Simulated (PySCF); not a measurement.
# GeH9NSi2: the cost of one run

The runs use PySCF 2.14.0, with density-fitted response routines of our own; the level of theory stands in each step. All values are computed, except where a source is named. Atoms count from 0, in the outputs and in this text.

## Step 1: The molecule as given

13 atoms, charge 0, multiplicity 1; geometry from: GFN2-xTB. The atoms were then displaced at random by about 0.01 Å, so the start is not that level's minimum.

Bonds of the start (Å): Si0–N1 1.70, N1–Si2 1.72, Si2–Ge3 2.36, Si0–H4 1.48, Si0–H5 1.47, Si0–H6 1.48, N1–H7 0.99, Si2–H8 1.45, Si2–H9 1.49, Ge3–H10 1.46, Ge3–H11 1.51, Ge3–H12 1.52.

## Step 2: Relaxing the molecule at PBE0-D3(BJ)/def2-SVP

What the job is given:

```
{"job": {"xc": "PBE0", "basis": "def2-SVP", "d3": "d3bj", "grid": 1, "shake": 0.01, "kind": "geom"}, "charge": 0, "multiplicity": 1}
Si    -1.814810     0.805190    -0.308540
N     -1.154470    -0.728240     0.034150
Si     0.437650    -1.320340    -0.210140
Ge     1.982260     0.466480    -0.213580
H     -3.140030     0.827760     0.344750
H     -0.927780     1.842130     0.231160
H     -1.989840     1.022780    -1.759480
H     -1.810980    -1.443690     0.201490
H      0.548120    -2.063170    -1.445660
H      0.721120    -2.257320     0.907300
H      3.374840     0.025590    -0.325170
H      1.993270     1.342690     1.014880
H      1.786480     1.463250    -1.342720
```

Launch:

```console
$ OMP_NUM_THREADS=1 python probes_run.py task.json out
```

This one command runs all jobs of the session in turn.

**Question.** How long does this first job take on 1 thread of Arm Neoverse N1, shared host, and how much memory does it need?

About 2.6 min, with a peak of 0.53 GiB.
